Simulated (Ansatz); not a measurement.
This script drives the Python package of Ansatz (0.2.0).

The script, `hull.py`:
```python
"""Convex hull of a few Hf-Ru phases, after relaxing cells and atoms."""

from collections import Counter
import warnings

import ansatz as az
from pymatgen.analysis.phase_diagram import PDEntry, PhaseDiagram
from pymatgen.core import Composition

PHASES = {
    "HfRu3 Pm-3m": (
        [(3.9558, 0.0, 0.0), (0.0, 3.9558, 0.0), (0.0, 0.0, 3.9558)],
        [
            ("Hf", (0.0, 0.0, 0.0)),
            ("Ru", (0.5, 0.5, 0.0)),
            ("Ru", (0.5, 0.0, 0.5)),
            ("Ru", (0.0, 0.5, 0.5)),
        ],
    ),
    "HfRu Pm-3m": (
        [(3.233, 0.0, 0.0), (0.0, 3.233, 0.0), (0.0, 0.0, 3.233)],
        [
            ("Hf", (0.0, 0.0, 0.0)),
            ("Ru", (0.5, 0.5, 0.5)),
        ],
    ),
    "Hf": (
        [(3.1967, 0.0, 0.0), (-1.5983, 2.7684, 0.0), (0.0, 0.0, 5.0578)],
        [
            ("Hf", (1 / 3, 2 / 3, 0.25)),
            ("Hf", (2 / 3, 1 / 3, 0.75)),
        ],
    ),
    "Ru": (
        [(2.7058, 0.0, 0.0), (-1.3529, 2.3433, 0.0), (0.0, 0.0, 4.2819)],
        [
            ("Ru", (1 / 3, 2 / 3, 0.25)),
            ("Ru", (2 / 3, 1 / 3, 0.75)),
        ],
    ),
}


def build(vectors, sites):
    crystal = az.Crystal(lattice=az.Lattice.of(vectors))
    for symbol, position in sites:
        crystal = crystal.atom(symbol, position)
    return crystal


def run_phase(name, crystal):
    calc = (
        crystal.calculation()
        .functional("r2SCAN")
        .basis(620)
        .kpoints(spacing=0.27)
        .occupations("fermi_dirac", width=0.1)
    )
    calc = calc.relax(force_tolerance=0.01, max_steps=60, cell=True)
    return calc.run(threads=1)


def counts(outcome):
    return Counter(site.symbol for site in outcome.lattice.sites)

warnings.simplefilter("ignore")

phases = {name: build(*cell) for name, cell in PHASES.items()}

done = {}
for name, crystal in phases.items():
    done[name] = run_phase(name, crystal)
    print(f"{name}: {done[name].report['energy_sigma0_ev']:.4f} eV, {len(done[name].lattice.sites)} atoms")

entries = [PDEntry(Composition(dict(counts(o))), o.report["energy_sigma0_ev"], name=name) for name, o in done.items()]
diagram = PhaseDiagram(entries)
rows = [(e.name, e.composition.get_atomic_fraction("Ru"), diagram.get_form_energy_per_atom(e), diagram.get_e_above_hull(e)) for e in entries]
rows.sort(key=lambda row: row[1])
print("| phase | x(Ru) | E_form (eV/atom) | above hull (eV/atom) |")
print("| --- | --- | --- | --- |")
for row in rows:
    print(f"| {row[0]} | {row[1]:.3f} | {row[2]:.4f} | {row[3]:.4f} |")
print("on the hull of these phases:", ", ".join(row[0] for row in rows if row[3] < 1e-6))
```

It is started by `python hull.py`. How long does it take on 1 thread of AMD EPYC 7R43 64-Core Processor (Zen 3), with other jobs on the host, and how much memory does it need?

It took about 2.7 min, with a peak of 0.79 GiB, for 4 runs of the engine.

Running `python hull.py` prints:
```text
HfRu3 Pm-3m: -33405.9759 eV, 4 atoms
HfRu Pm-3m: -21625.4820 eV, 2 atoms
Hf: -31466.1259 eV, 2 atoms
Ru: -11781.3962 eV, 2 atoms
| phase | x(Ru) | E_form (eV/atom) | above hull (eV/atom) |
| --- | --- | --- | --- |
| Hf | 0.000 | 0.0000 | 0.0000 |
| HfRu Pm-3m | 0.500 | -0.8605 | 0.0000 |
| HfRu3 Pm-3m | 0.750 | -0.2047 | 0.2256 |
| Ru | 1.000 | 0.0000 | 0.0000 |
on the hull of these phases: Hf, HfRu Pm-3m, Ru
```

Caveats:
- Absolute energies stand on the zero of these potentials, so only differences at equal settings mean something.
- For the metals among these phases the mesh is modest: differences between phases can be off by up to 40 meV an atom.
- Spin-orbit coupling, which matters for elements this heavy, is left out.
- The cells come from databases of deposited and of computed structures, and not all need be stable phases.
- Differences under about 40 meV an atom lie within the error of mesh and functional, so such verdicts may flip; only the cells listed enter the hull.
